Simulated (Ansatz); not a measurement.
**SiH4Se + HBr: a complex and its separated parts**

Aim: how far the complex at one end of a reaction step lies below its separated, relaxed parts, level by level.

Program: Ansatz 0.2.0, Gaussian basis. Level of theory: PBE0-D4/def2-TZVP structures, single points in def2-TZVPP, no counterpoise correction. These are calculated values, not measurements.

Levels: SPW92, PBE-D4, BLYP-D4, r2SCAN-D4, B97M-V, PBE0-D4, B3LYP-D4, r2SCAN0-D4, BHLYP-D4, CAM-B3LYP-D4, wB97X-V, wB97M-V, B2PLYP, PBE-QIDH, RPA on PBE, Hartree-Fock, MP2, CCSD, CCSD(T).

Cores are frozen in the correlated methods. Filled d shells of the heavier atoms are correlated. B3LYP uses VWN-RPA correlation. B2PLYP carries no dispersion term here.

## 1. Starting geometry

The complex: 8 atoms, charge 0, spin multiplicity 1.

Atoms are counted from 1 here; the program's logs count them from 0.

Bond lengths: Si1–H3 1.483 Å, Si1–H4 1.481 Å, Si1–H5 1.481 Å, Si1–Se7 2.293 Å, Br2–H6 1.445 Å, Se7–H8 1.469 Å. Angles: H3–Si1–H4 110.6°, H3–Si1–H5 110.2°, H3–Si1–Se7 110.3°, H4–Si1–H5 111.0°, H4–Si1–Se7 104.3°, H5–Si1–Se7 110.3°, Si1–Se7–H8 93.2°.

Geometry (Å):

```xyz
8
charge 0, multiplicity 1
Si   -0.1219    1.0187   -0.6595
Br   -1.4669   -2.2030    1.8597
H     0.4528    1.6238   -1.8848
H    -0.6014    2.0713    0.2656
H    -1.2168    0.0857   -1.0139
H    -0.2950   -1.4627    1.4502
Se    1.5061   -0.0775    0.5265
H     1.7430   -1.0561   -0.5438
```

Its parts: SiH4Se holds atoms 1, 3, 4, 5, 7, 8; HBr holds atoms 2, 6. Each part counts its atoms afresh in its own runs.

## 2. Relaxing SiH4Se alone

The input, relax-a/in.yaml:

```yaml
crystal:
  periodic: [false, false, false]
  atoms:
    - {symbol: Si, position_ang: [-0.121934, 1.018655, -0.659489]}
    - {symbol: H, position_ang: [0.452821, 1.623810, -1.884795]}
    - {symbol: H, position_ang: [-0.601351, 2.071261, 0.265633]}
    - {symbol: H, position_ang: [-1.216844, 0.085721, -1.013928]}
    - {symbol: Se, position_ang: [1.506065, -0.077518, 0.526548]}
    - {symbol: H, position_ang: [1.742984, -1.056102, -0.543759]}
basis:
  gaussian: {orbitals: def2-TZVP}
hamiltonian: {xc: pbe0, dispersion: d4}
relax: {f_tol: 0.005, max_steps: 200}
```

No record of the launch command was kept for these runs.

After this run come: Relaxing HBr alone; wB97M-V/def2-TZVPP; CCSD(T)/def2-TZVPP; Vibrations of SiH4Se; Vibrations of HBr.

**Question.** What will these runs give? Wanted: complex less parts, CCSD(T)/def2-TZVPP; with zero-point energy; largest T1 diagnostic.

**Answer**, as computed:

| quantity | value |
| --- | --- |
| complex less parts, CCSD(T)/def2-TZVPP | -0.128 eV |
| with zero-point energy | -0.083 eV |
| largest T1 diagnostic | 0.009 |

At CCSD(T) the complex lies 0.128 eV below its parts. The functionals run from wB97X-V, off by -0.011 eV, to SPW92, off by -0.196 eV, against CCSD(T). Mean unsigned error by rung: LDA 0.196, GGA 0.095, meta-GGA 0.033, hybrid 0.053, range-separated hybrid 0.019, double hybrid 0.015 eV. PBE-D4 gives a relative energy 0.108 eV too low, an error of 85 % of the reference. No counterpoise was applied, and triple zeta lacks some correlation, so the CCSD(T) reference has a basis error of its own, and close matches with it are partly luck.
